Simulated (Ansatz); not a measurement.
# (110) slab of zincblende SiC, 10.8 Å thick as cut, ended by OH

Aim: relax the faces, then place the frontier levels against the vacuum by PBEsol and HSE06.

All numbers are computed with Ansatz 0.2.0 (PAW, plane waves).

**1. The starting cell**

24 atoms (8 Si, 8 C, 4 O, 4 H); a = 3.081 Å, b = 4.357 Å, c = 26.283 Å, α = 90.00°, β = 90.00°, γ = 90.00°. All atoms were shaken off their sites by about 0.02 Å along each axis.

Plan of the steps: (2) PBEsol relaxation at a 6×4×1 mesh, on 1 × NVIDIA H100 80GB HBM3 with 2 threads of AMD EPYC 7R13; (3) HSE06 single point at a 4×3×1 mesh, on 1 × NVIDIA H100 80GB HBM3 with 2 threads of AMD EPYC 7R13.

Structure file:

```cif
data_structure
_symmetry_space_group_name_H-M 'P 1'
_symmetry_Int_Tables_number 1
_cell_length_a 3.0808
_cell_length_b 4.3569
_cell_length_c 26.2827
_cell_angle_alpha 90.000
_cell_angle_beta 90.000
_cell_angle_gamma 90.000
_cell_volume 352.78
loop_
_atom_site_label
_atom_site_type_symbol
_atom_site_fract_x
_atom_site_fract_y
_atom_site_fract_z
_atom_site_occupancy
Si1 Si 0.99999 0.99935 0.52974 1
Si2 Si 0.99650 0.99464 0.29606 1
Si3 Si 0.00582 0.00470 0.64613 1
Si4 Si 0.00434 0.99780 0.41320 1
Si5 Si 0.50498 0.50462 0.70557 1
Si6 Si 0.49146 0.50057 0.47141 1
Si7 Si 0.49925 0.49911 0.58687 1
Si8 Si 0.49765 0.50247 0.35337 1
C1 C 0.00205 0.24847 0.70446 1
C2 C 0.99796 0.24859 0.46950 1
C3 C 0.00445 0.25441 0.58823 1
C4 C 0.00712 0.24907 0.35276 1
C5 C 0.49823 0.74854 0.64606 1
C6 C 0.50326 0.75231 0.41204 1
C7 C 0.49974 0.75443 0.52982 1
C8 C 0.49789 0.75150 0.29579 1
O1 O 0.99979 0.23193 0.24084 1
O2 O 0.99220 0.06785 0.74881 1
O3 O 0.49354 0.72632 0.75854 1
O4 O 0.48603 0.56205 0.25289 1
H1 H 0.88428 0.42401 0.24715 1
H2 H 0.12363 0.86879 0.74145 1
H3 H 0.22312 0.70332 0.77881 1
H4 H 0.76493 0.59912 0.23153 1
```

**2. Relaxing the atoms with PBEsol**

in.yaml reads:

```yaml
crystal:
  lattice:
    - [2.178427, -2.178427, 0.000000]
    - [0.000000, 0.000000, 4.356853]
    - [-18.584648, -18.584648, 0.000000]
  atoms:
    - { symbol: Si, position: [0.999987, 0.999346, 0.529742] }
    - { symbol: Si, position: [0.996503, 0.994638, 0.296055] }
    - { symbol: Si, position: [0.005822, 0.004700, 0.646127] }
    - { symbol: Si, position: [0.004335, 0.997796, 0.413198] }
    - { symbol: Si, position: [0.504983, 0.504622, 0.705566] }
    - { symbol: Si, position: [0.491465, 0.500572, 0.471405] }
    - { symbol: Si, position: [0.499253, 0.499106, 0.586873] }
    - { symbol: Si, position: [0.497651, 0.502472, 0.353374] }
    - { symbol: C, position: [0.002053, 0.248471, 0.704456] }
    - { symbol: C, position: [0.997961, 0.248585, 0.469500] }
    - { symbol: C, position: [0.004455, 0.254412, 0.588226] }
    - { symbol: C, position: [0.007117, 0.249072, 0.352762] }
    - { symbol: C, position: [0.498235, 0.748542, 0.646063] }
    - { symbol: C, position: [0.503255, 0.752310, 0.412045] }
    - { symbol: C, position: [0.499742, 0.754433, 0.529819] }
    - { symbol: C, position: [0.497895, 0.751497, 0.295787] }
    - { symbol: O, position: [0.999789, 0.231929, 0.240842] }
    - { symbol: O, position: [0.992200, 0.067854, 0.748814] }
    - { symbol: O, position: [0.493539, 0.726321, 0.758542] }
    - { symbol: O, position: [0.486033, 0.562051, 0.252888] }
    - { symbol: H, position: [0.884283, 0.424011, 0.247150] }
    - { symbol: H, position: [0.123628, 0.868785, 0.741447] }
    - { symbol: H, position: [0.223121, 0.703315, 0.778810] }
    - { symbol: H, position: [0.764931, 0.599124, 0.231527] }
kpoints:
  mp_grid: { grid: [6, 4, 1] }
hamiltonian:
  xc: pbesol
scf:
  occupations: { method: fermi_dirac, width: 0.01 }
relax:
  f_tol: 0.03
  max_steps: 80
  escape_saddle: false
  adjacent_minimum: "off"
output:
  forces: true
  eigenvalues: true
  populations: true
  write_density: true
  write_potential: true
  elf: true
  volumetric_format: npy
```

On the command line:

```console
$ ansatz run in.yaml --threads 2 --pin off --max-ram 20900MiB --runs-dir r --events-out ev --progress --plain --backend cuda --devices 0, --max-vram 18GiB
```

The log of the run:

```text
Pseudopotentials: kind: paw
Functional definition: PBEsol
  exchange = pbesol_x
  correlation = pbesol_c
Crystal: 24 atoms, lattice volume = 352.777 Å³
Basis set: ecut = 420 eV, 6871 PW (Γ), exchange–correlation on 48×60×360 points (8 copies of the dense FFT grid, shifted against one another)
Bands: 70, of which v1, the nominal top of the filled ones, is band 46 counted from 1 (45 counted from 0)
Symmetry: 1 space group operations
Space group: P1 (ITA 1), of the structure as read, at distance tolerance 7.1e-5 Å
k-points: 14 of 24 (time reversal used)
Non-local potential: Si, projectors of the file, l = 0: 2, l = 1: 2, l = 2: 2
Non-local potential: C, projectors of the file, l = 0: 2, l = 1: 2, l = 2: 1
Non-local potential: O, projectors of the file, l = 0: 2, l = 1: 2, l = 2: 1
Non-local potential: H, projectors of the file, l = 0: 2, l = 1: 1
PAW form: soft (Blöchl's): semilocal exchange-correlation on the pseudo side does not see the compensation charge
PAW frozen core: Si, regenerated for the run's functional, and the local potential with it (the file was generated under x = pbe(κ = 0.804, μ = 0.2195149727645171), c = pbe(β = 0.06672455060314922))
PAW frozen core: C, regenerated for the run's functional, and the local potential with it (the file was generated under x = pbe(κ = 0.804, μ = 0.2195149727645171), c = pbe(β = 0.06672455060314922))
PAW frozen core: O, regenerated for the run's functional, and the local potential with it (the file was generated under x = pbe(κ = 0.804, μ = 0.2195149727645171), c = pbe(β = 0.06672455060314922))
PAW one-centre angular grid: Si, 110 points (default); XC on 64 Gauss nodes
PAW one-centre angular grid: C, 110 points (default); XC on 64 Gauss nodes
PAW one-centre angular grid: O, 110 points (default); XC on 64 Gauss nodes
PAW one-centre angular grid: H, 110 points (default); XC on 64 Gauss nodes
Initial density: superposition of atomic densities (neutral atoms: chi_scale 0, normalization atom), corrected by the library's trained network
Initial wavefunctions: pseudopotential atomic-orbital guess
Functional: x = pbesol(κ = 0.804, μ = 0.12345679012345678), c = pbesol(β = 0.046)
SCF iter   1: F=—  HF=-9248.458094 eV  |F-HF|=—  |Δ(HF+E_count)|=         —  Δρ=8.40e-3  dr2=3.93e-1  ethr=1.77e-3  ⟨swp⟩=8.1  Hψ=4975  notcnv=0  defer=180
preconditioner: auto → Resta (q_TF=auto, 2.181 Å⁻¹)  ε∞=3.0  [insulator: Δε(μ)=0.814 eV  Ē_g=13.331 eV  σ=0.010 eV  W_gap=1.00  n_scr=58 (ndim 8)  ℏωp=19.0 eV  f_vac=0.389  D(μ)=0.00/eV (n_scr^D=0)  ε∞_Penn≈3.0  vacuum switching on, ρ_ref=1.3e-2 e/Å³]
SCF iter   2: F=—  HF=-9248.377215 eV  |F-HF|=—  |Δ(HF+E_count)|=   8.09e-2  Δρ=3.36e-3  dr2=3.25e-2  ethr=4.27e-4  ⟨swp⟩=3.3  Hψ=1824  notcnv=0  defer=248
SCF iter   3: F=—  HF=-9248.373873 eV  |F-HF|=—  |Δ(HF+E_count)|=   3.34e-3  Δρ=1.43e-3  dr2=7.20e-3  ethr=3.54e-5  ⟨swp⟩=2.7  Hψ=1301  notcnv=0  defer=248
SCF iter   4: F=—  HF=-9248.374168 eV  |F-HF|=—  |Δ(HF+E_count)|=   2.95e-4  Δρ=6.45e-4  dr2=1.38e-3  ethr=7.83e-6  ⟨swp⟩=2.8  Hψ=1633  notcnv=0  defer=248
SCF iter   5: F=—  HF=-9248.374199 eV  |F-HF|=—  |Δ(HF+E_count)|=   3.10e-5  Δρ=1.64e-4  dr2=8.00e-5  ethr=1.50e-6  ⟨swp⟩=2.1  Hψ=1840  notcnv=0  defer=248
SCF iter   6: F=-9248.374211 eV  HF=-9248.374206 eV  |F-HF|=5.03e-6  |Δ(HF+E_count)|=   6.86e-6  Δρ=6.37e-5  dr2=9.42e-6  ethr=2.45e-8  ⟨swp⟩=30.2  Hψ=13468  notcnv=0
SCF 1 converged in 6 iterations: F = -9248.374211 eV  dr2 = 9.42e-6
relax step   1: F+E_penalty+E_count = -9248.37421073 eV  Δ(F+E_penalty+E_count) = +0.000e0 eV  max|allowed force component| = 8.837e0 eV/Å  Δτ_max = 0.0000 Å  (6 SCF iters, dr2 threshold 2.25e-5 eV, accepted)
Initial density: handed on by an earlier stage of this run
Initial wavefunctions: those handed on with the density
iter 1 solved again at ethr=8.46e-4 eV; its pass at ethr=3.10e-3 eV (dr2=7.79e-1 eV) is discarded
SCF iter   1: F=—  HF=-9251.960662 eV  |F-HF|=—  |Δ(HF+E_count)|=         —  Δρ=2.05e-2  dr2=7.93e-1  ethr=8.46e-4  ⟨swp⟩=1.6  Hψ=4154  notcnv=0  defer=219
preconditioner: auto → Resta (q_TF=auto, 2.181 Å⁻¹)  ε∞=3.0  [insulator: Δε(μ)=0.807 eV  Ē_g=13.377 eV  σ=0.010 eV  W_gap=1.00  n_scr=58 (ndim 8)  ℏωp=19.0 eV  f_vac=0.384  D(μ)=0.00/eV (n_scr^D=0)  ε∞_Penn≈3.0  vacuum switching on, ρ_ref=1.3e-2 e/Å³]
SCF iter   2: F=—  HF=-9251.756486 eV  |F-HF|=—  |Δ(HF+E_count)|=   2.04e-1  Δρ=9.62e-3  dr2=1.44e-1  ethr=8.46e-4  ⟨swp⟩=2.4  Hψ=1311  notcnv=0  defer=219
SCF iter   3: F=—  HF=-9251.733455 eV  |F-HF|=—  |Δ(HF+E_count)|=   2.30e-2  Δρ=2.66e-3  dr2=1.96e-2  ethr=1.57e-4  ⟨swp⟩=2.9  Hψ=1505  notcnv=0  defer=239
SCF iter   4: F=—  HF=-9251.730383 eV  |F-HF|=—  |Δ(HF+E_count)|=   3.07e-3  Δρ=8.17e-4  dr2=1.33e-3  ethr=2.13e-5  ⟨swp⟩=2.6  Hψ=1796  notcnv=0  defer=240
SCF iter   5: F=—  HF=-9251.730643 eV  |F-HF|=—  |Δ(HF+E_count)|=   2.60e-4  Δρ=2.30e-4  dr2=2.39e-4  ethr=1.44e-6  ⟨swp⟩=2.0  Hψ=1578  notcnv=0  defer=240
SCF iter   6: F=-9251.730652 eV  HF=-9251.730652 eV  |F-HF|=4.46e-7  |Δ(HF+E_count)|=   9.05e-6  Δρ=7.12e-5  dr2=1.76e-5  ethr=1.09e-7  ⟨swp⟩=26.1  Hψ=12401  notcnv=0
SCF 2 converged in 6 iterations: F = -9251.730652 eV  dr2 = 1.76e-5
relax step   2: F+E_penalty+E_count = -9251.73065164 eV  Δ(F+E_penalty+E_count) = -3.356e0 eV  max|allowed force component| = 3.344e0 eV/Å  Δτ_max = 0.1945 Å  (6 SCF iters, dr2 threshold 1.00e-4 eV, accepted)
iter 1 solved again at ethr=4.52e-4 eV; its pass at ethr=3.10e-3 eV (dr2=4.16e-1 eV) is discarded
SCF iter   1: F=—  HF=-9253.183340 eV  |F-HF|=—  |Δ(HF+E_count)|=         —  Δρ=1.61e-2  dr2=4.31e-1  ethr=4.52e-4  ⟨swp⟩=2.0  Hψ=4085  notcnv=0  defer=238
preconditioner: auto → Resta (q_TF=auto, 2.181 Å⁻¹)  ε∞=3.0  [insulator: Δε(μ)=0.909 eV  Ē_g=13.424 eV  σ=0.010 eV  W_gap=1.00  n_scr=58 (ndim 8)  ℏωp=19.0 eV  f_vac=0.383  D(μ)=0.00/eV (n_scr^D=0)  ε∞_Penn≈3.0  vacuum switching on, ρ_ref=1.3e-2 e/Å³]
SCF iter   2: F=—  HF=-9253.088406 eV  |F-HF|=—  |Δ(HF+E_count)|=   9.49e-2  Δρ=7.62e-3  dr2=8.40e-2  ethr=4.52e-4  ⟨swp⟩=2.4  Hψ=1306  notcnv=0  defer=238
[... from here the SCF cycle lines were not kept, up to the last twenty ...]
relax step   3: F+E_penalty+E_count = -9253.08014298 eV  Δ(F+E_penalty+E_count) = -1.349e0 eV  max|allowed force component| = 1.132e0 eV/Å  Δτ_max = 0.1994 Å  (6 SCF iters, dr2 threshold 1.00e-4 eV, accepted)
[... from here on, the SCF cycles and remarks between the steps are left out ...]
relax step   4: F+E_penalty+E_count = -9253.64203276 eV  Δ(F+E_penalty+E_count) = -5.619e-1 eV  max|allowed force component| = 8.300e-1 eV/Å  Δτ_max = 0.1949 Å  (6 SCF iters, dr2 threshold 1.00e-4 eV, accepted)
relax step   5: F+E_penalty+E_count = -9253.98223255 eV  Δ(F+E_penalty+E_count) = -3.402e-1 eV  max|allowed force component| = 7.215e-1 eV/Å  Δτ_max = 0.2000 Å  (6 SCF iters, dr2 threshold 7.89e-5 eV, accepted)
relax step   6: F+E_penalty+E_count = -9254.20281893 eV  Δ(F+E_penalty+E_count) = -2.206e-1 eV  max|allowed force component| = 9.224e-1 eV/Å  Δτ_max = 0.1949 Å  (6 SCF iters, dr2 threshold 1.00e-4 eV, accepted)
relax step   7: F+E_penalty+E_count = -9254.26087072 eV  Δ(F+E_penalty+E_count) = -5.805e-2 eV  max|allowed force component| = 3.818e-1 eV/Å  Δτ_max = 0.2000 Å  (6 SCF iters, dr2 threshold 1.00e-4 eV, accepted)
relax step   8: F+E_penalty+E_count = -9254.17745175 eV  Δ(F+E_penalty+E_count) = +8.342e-2 eV  max|allowed force component| = 7.857e-1 eV/Å  Δτ_max = 0.2000 Å  (6 SCF iters, dr2 threshold 2.50e-5 eV, rejected (line search))
relax step   9: F+E_penalty+E_count = -9254.29281088 eV  Δ(F+E_penalty+E_count) = -3.194e-2 eV  max|allowed force component| = 9.488e-2 eV/Å  Δτ_max = 0.0866 Å  (9 SCF iters, accepted)
relax step  10: F+E_penalty+E_count = -9254.29311308 eV  Δ(F+E_penalty+E_count) = -3.022e-4 eV  max|allowed force component| = 8.547e-2 eV/Å  Δτ_max = 0.0275 Å  (7 SCF iters, accepted)
SCF iter   1: F=—  HF=-9254.294672 eV  |F-HF|=—  |Δ(HF+E_count)|=         —  Δρ=1.13e-3  dr2=1.97e-3  ethr=2.50e-5  ⟨swp⟩=3.0  Hψ=2038  notcnv=0  defer=256
preconditioner: auto → Resta (q_TF=auto, 2.181 Å⁻¹)  ε∞=3.0  [insulator: Δε(μ)=0.884 eV  Ē_g=13.420 eV  σ=0.010 eV  W_gap=1.00  n_scr=58 (ndim 8)  ℏωp=19.0 eV  f_vac=0.381  D(μ)=0.00/eV (n_scr^D=0)  ε∞_Penn≈3.0  vacuum switching on, ρ_ref=1.3e-2 e/Å³]
SCF iter   2: F=—  HF=-9254.294186 eV  |F-HF|=—  |Δ(HF+E_count)|=   4.86e-4  Δρ=5.50e-4  dr2=4.29e-4  ethr=2.14e-6  ⟨swp⟩=2.1  Hψ=1611  notcnv=0  defer=256
SCF iter   3: F=—  HF=-9254.293977 eV  |F-HF|=—  |Δ(HF+E_count)|=   2.09e-4  Δρ=1.41e-4  dr2=5.85e-5  ethr=4.66e-7  ⟨swp⟩=2.0  Hψ=1368  notcnv=0  defer=256
SCF iter   4: F=—  HF=-9254.294029 eV  |F-HF|=—  |Δ(HF+E_count)|=   5.23e-5  Δρ=4.20e-5  dr2=3.06e-6  ethr=6.36e-8  ⟨swp⟩=2.0  Hψ=1368  notcnv=0  defer=256
SCF iter   5: F=—  HF=-9254.294030 eV  |F-HF|=—  |Δ(HF+E_count)|=   6.03e-7  Δρ=1.36e-5  dr2=7.15e-7  ethr=3.33e-9  ⟨swp⟩=2.0  Hψ=1368  notcnv=0  defer=256
SCF iter   6: F=-9254.294030 eV  HF=-9254.294030 eV  |F-HF|=6.08e-9  |Δ(HF+E_count)|=   1.76e-8  Δρ=3.34e-6  dr2=4.40e-8  ethr=1.09e-10  ⟨swp⟩=18.4  Hψ=9654  notcnv=0
SCF 11 converged in 6 iterations: F = -9254.294030 eV  dr2 = 4.40e-8
relax step  11: F+E_penalty+E_count = -9254.29402966 eV  Δ(F+E_penalty+E_count) = -9.166e-4 eV  max|allowed force component| = 1.442e-2 eV/Å  Δτ_max = 0.0171 Å  (6 SCF iters, accepted)
SCF converged after 6 iterations
Free energy (F): -9254.294030 eV
Harris-Foulkes:  -9254.294030 eV  (|F-HF|=6.08e-9)
Internal energy: -9254.294030 eV  (E = F + TS)
E sigma→0 (E₀):  -9254.294030 eV
Fermi energy:    3.616153 eV
--- Per-component energies (eV) ---
  E_band       = -396.093219
  E_kinetic    = 1845.142982
  E_local      = -37241.353252  (includes V_loc(G=0)·N_el)
  E_nonlocal   = 618.425672
  E_hartree    = 17947.972312
  E_xc         = -1163.110660
  E_vxc        = -1292.110217  (∫ρ·V_xc dr)
  E_paw        = -5368.267122  (= ΣΔE_a)
  E_vpaw       = -222.164430  (= ΣTr[D̂ρ^β])
  E_aug_tail   = 0.005484  (compensation charges beyond the density's cutoff)
  E_ewald      = 14106.328113
  E_core_change = 0.562441  (= ΣΔE_core)
  E_smearing   = -0.000000  (= −TS)
  E_closure    = -0.000000  (closes the sum)
  Σ components = -9254.294030   (vs F -9254.294030, Δ=0.00e0)
--- Forces (eV/Å), atoms counted from 1 ---
  atom   1  Si     0.00081055     0.00049979     0.00116511
  atom   2  Si     0.01316297     0.01441871     0.00000817
  atom   3  Si     0.00045738    -0.00093839     0.00083572
  atom   4  Si    -0.00186812    -0.00022570    -0.00075654
  atom   5  Si    -0.00372549    -0.00140218    -0.00040642
  atom   6  Si    -0.00230985    -0.00231804    -0.00080968
  atom   7  Si    -0.00111334    -0.00078412    -0.00170896
  atom   8  Si     0.00405009     0.00097882    -0.00468440
  atom   9  C     -0.00212744    -0.00110782    -0.00107873
  atom  10  C     -0.00288195    -0.00245900    -0.00206125
  atom  11  C      0.00090573     0.00027714    -0.00098171
  atom  12  C     -0.00160926    -0.00086029     0.00325594
  atom  13  C     -0.00010327     0.00137006     0.00037902
  atom  14  C      0.00106470     0.00040120     0.00173979
  atom  15  C      0.00213497     0.00208275     0.00042297
  atom  16  C     -0.00365828    -0.00027865    -0.00507194
  atom  17  O     -0.00051540    -0.00255109     0.00057782
  atom  18  O     -0.00030258     0.00251648     0.00286111
  atom  19  O      0.00407553     0.00008498    -0.00083408
  atom  20  O     -0.01321693    -0.00013896     0.00288695
  atom  21  H      0.00573866    -0.00585376    -0.00253706
  atom  22  H      0.00102808    -0.00091541    -0.00109478
  atom  23  H      0.00036349     0.00094264    -0.00016259
  atom  24  H     -0.00041687    -0.00370352     0.00806941
  max |Σ_I F_I| component: 5.66e-5 eV/Å
--- Band table (eV; the first three rows and the last of 14) ---
  k-point 0: bands = [... 34 lower levels ..., "0.4948", "0.6932", "1.1336", "1.1862", "1.3378", "1.4783", "1.9222", "2.0074", "2.2114", "2.3124", "2.9573", "3.1771", "4.0552", "4.9893", "5.9518", "6.2649", "6.4018", "7.1449", "7.8492", "8.0995", "8.1444", "8.6525", "8.7118", "9.1042", ... 12 higher levels ...]
  k-point 1: bands = [... 34 lower levels ..., "0.5091", "0.7246", "0.8533", "1.1703", "1.3264", "1.4494", "1.6574", "1.7046", "1.8981", "2.1046", "2.8754", "3.0542", "4.7124", "5.5815", "6.4466", "6.8202", "6.8858", "7.5886", "8.1786", "8.3079", "8.3352", "8.4684", "8.5111", "8.7499", ... 12 higher levels ...]
  k-point 2: bands = [... 34 lower levels ..., "0.6901", "0.7115", "0.8100", "0.8445", "1.0887", "1.1120", "1.1565", "1.1666", "1.7405", "1.9464", "2.8236", "2.9533", "6.4006", "6.4733", "7.0239", "7.1182", "7.6475", "7.6951", "7.9444", "7.9649", "8.4830", "8.4982", "9.0483", "9.1783", ... 12 higher levels ...]
  k-point 13: bands = [... 34 lower levels ..., "-0.3318", "-0.1934", "0.2947", "0.3628", "0.5237", "0.6879", "0.7717", "0.7731", "1.2525", "1.3136", "1.6066", "2.0014", "7.3080", "7.3925", "7.5258", "7.5705", "7.8782", "7.9423", "7.9916", "8.0328", "9.2217", "9.3249", "9.4586", "9.5714", ... 12 higher levels ...]
--- Relaxed structure (11 steps of the walk, 10 accepted, 0 SCFs on fresh bases) ---
  F+E_penalty+E_count = -9254.29402966 eV   max|allowed force component| = 1.442e-2 eV/Å
  atoms:
    - { symbol: Si, position: [1.0054706127690487, 1.0015756762524617, 0.529402751704446] }
    - { symbol: Si, position: [1.00818134559667, 1.0006293496436351, 0.29784731566925804] }
[... 22 atoms left out; the next input holds them all, rounded ...]
--- Löwdin populations: 24 sites ---
  site symbol       q [e]
     0     Si      2.9632
     1     Si      2.7719
     2     Si      2.9783
     3     Si      2.9540
     4     Si      2.7676
     5     Si      2.9633
     6     Si      2.9538
     7     Si      2.9643
     8      C      4.5513
     9      C      4.9612
    10      C      4.9617
    11      C      4.9989
    12      C      4.9932
    13      C      4.9597
    14      C      4.9599
    15      C      4.5588
    16      O      6.7166
    17      O      6.4909
    18      O      6.6764
    19      O      6.4469
    20      H      0.6236
    21      H      0.6273
    22      H      0.5932
    23      H      0.6001
  spilling = 0.010477 (of n_electrons = 92.000000)
```

Run time: 26 s. Hardware: 1 × NVIDIA H100 80GB HBM3 with 2 threads of AMD EPYC 7R13, shared host; peak host memory 1.4 GiB.

Recorded steps of the relaxation:

| accepted step | energy change (eV) | largest force component (eV/Å) | SCF cycles |
| --- | --- | --- | --- |
| 1 | 0.000 | 8.837 | 6 |
| 2 | -3.356 | 3.344 | 6 |
| 3 | -4.706 | 1.132 | 6 |
| 4 | -5.268 | 0.830 | 6 |
| 5 | -5.608 | 0.722 | 6 |
| 6 | -5.829 | 0.922 | 6 |
| 7 | -5.887 | 0.382 | 6 |
| 8 | -5.919 | 0.095 | 9 |
| 9 | -5.919 | 0.085 | 7 |
| 10 | -5.920 | 0.014 | 6 |

Largest shifts, less the median shift:

| atom | shift (Å) | dx | dy | dz |
| --- | --- | --- | --- | --- |
| H24 | 0.985 | -0.159 | 0.404 | 0.884 |
| H23 | 0.924 | 0.135 | -0.109 | -0.907 |
| H22 | 0.614 | -0.188 | -0.455 | 0.367 |
| H21 | 0.495 | 0.008 | 0.335 | -0.364 |
| O17 | 0.378 | -0.016 | 0.030 | -0.377 |
| O20 | 0.365 | 0.216 | 0.062 | 0.287 |
| O18 | 0.347 | -0.120 | -0.109 | 0.307 |
| O19 | 0.346 | -0.104 | 0.052 | -0.327 |

Bonds in the relaxed cell, counted within a distance cut:

| pair | count | mean (Å) | spread (Å) | least | most |
| --- | --- | --- | --- | --- | --- |
| C–O | 2 | 1.455 | 0.010 | 1.444 | 1.465 |
| C–Si | 30 | 1.878 | 0.010 | 1.849 | 1.891 |
| H–O | 4 | 1.005 | 0.009 | 0.995 | 1.016 |
| O–Si | 2 | 1.657 | 0.017 | 1.640 | 1.674 |

Spacing of the frontier levels at a 6×4×1 mesh: 0.88 eV (3.177 to 4.055 eV).

The top filled level lies 5.25 eV and the lowest empty level 4.37 eV below the vacuum level.

Density in a lattice plane of the grid's cell (edges 4.36 and 26.28 Å, at 0.004 of the third edge), which holds Si and C and O.

Ten even steps from ' ' (0.00 e/Å³) to '@' (6.36 e/Å³):
```
            
            
            
            
--@@        
  ::::      
            
  ::::      
  ..        
  ..        
  ....      
            
  ::::      
            
::@@..      
            
            
            
            
            
```
Columns run along the first of these edges and rows up along the second, over one cell in 6 and 20 even steps from the bottom left corner. Atoms in the plane (fractional): Si at (0.00, 0.53), Si at (0.00, 0.30), Si at (1.00, 0.65), Si at (0.00, 0.41), C at (0.26, 0.70), C at (0.25, 0.47), C at (0.25, 0.59), C at (0.25, 0.35), O at (0.15, 0.24), O at (0.14, 0.75).

ELF in the same plane.

Ten even steps from ' ' (0.00) to '@' (0.91):
```
            
            
            
..==::      
@@--++    ..
++++==##..  
====..  ..--
####++**  ..
--@@++  ..--
**@@##::  ::
##@@##==  ..
::##--  ..--
##++==**    
====::  ..==
%%++##      
++**::      
            
            
            
            
```
Columns run along the first of these edges and rows up along the second, over one cell in 6 and 20 even steps from the bottom left corner. Atoms in the plane (fractional): Si at (0.00, 0.53), Si at (0.00, 0.30), Si at (1.00, 0.65), Si at (0.00, 0.41), C at (0.26, 0.70), C at (0.25, 0.47), C at (0.25, 0.59), C at (0.25, 0.35), O at (0.15, 0.24), O at (0.14, 0.75).

Both are smooth fields of the valence electrons: close to the nuclei they are not physical.

Outside the cores ELF peaks at 0.98 at H; 0.95 on the C–Si line, 0.9 Å from C; 0.91 beside O, off the lines to its neighbours, 0.7 Å from O.

(Part 1 of 2 ends here.)
